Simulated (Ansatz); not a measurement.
**GeSe (singlet): wave-function methods side by side, cc-pVDZ**

One table from this session's results is given with a row withheld; the runs are named, their logs left out.

Method: cc-pVDZ, core rule «outside noble gas», up to 28 orbitals frozen; program: Ansatz 0.2.0, Gaussian basis.

To be run: UHF; CCSD(T) on RHF; BCCD(T) on RHF; CISD; CCSDT(Q) on RHF; CCSDTQ on RHF; CASSCF and MRCISD+Q, 10 electrons in 8 orbitals; CASSCF and NEVPT2, 10 electrons in 8 orbitals.

13 further runs of the same task are left out: 7 that didn't finish, 6 set aside as unsound or not needed.

**The geometry**

The geometry is a PBE0/def2-TZVP stationary point (not a proven minimum). No spin-orbit coupling is included. The filled d shell of Ge, Se may be among the frozen orbitals whatever the setting's name suggests; the logs give the count.

2 atoms, charge 0, spin multiplicity 1.

Atoms are counted from 1 here; the program's logs count them from 0.

Bond lengths: Ge1–Se2 2.140 Å.

Set-up of the first run:

Input file in.yaml:

```yaml
crystal:
  periodic: [false, false, false]
  atoms:
    - {symbol: Ge, position_ang: [0.000000, 0.000000, 0.000000]}
    - {symbol: Se, position_ang: [0.000000, 0.000000, 2.140400]}
basis:
  gaussian: {orbitals: cc-pVDZ}
magnetization: {spin_polarized: true, initial_magnetization: 0}
hamiltonian: {xc: hf}
output: {orbitals: {seedname: orbitals}}
```

Command:

```sh
$ ansatz run in.yaml --threads 1 --pin off --events-out ev --progress --plain --max-ram 2393MiB
```

Among the steps run: UHF; CCSD(T) on RHF; BCCD(T) on RHF; CISD; CCSDT(Q) on RHF; CCSDTQ on RHF; CASSCF and MRCISD+Q, 10 electrons in 8 orbitals; CASSCF and NEVPT2, 10 electrons in 8 orbitals.

One table of the session follows, with a row left open; its other results are not shown here.

```
          method  from RCCSDTQ (meV)
             RHF             +5822.2
            RMP2              +834.0
            CISD              +779.0
           RCCSD              +335.5
        RCCSD(T)               +48.6
         BCCD(T)               +49.5
          RCCSDT               +21.9
       RCCSDT(Q)                -3.7
         RCCSDTQ                   0
  CASSCF valence             +3909.7
  NEVPT2 valence              +811.1
  MRCISD valence                   ?
MRCISD+Q valence                +0.7
```

**Question.** Estimate the row for MRCISD valence.

**Answer.** from RCCSDTQ (meV): +280.0. In the column «from RCCSDTQ (meV)» it lies between BCCD(T) (+49.5) and RCCSD (+335.5).
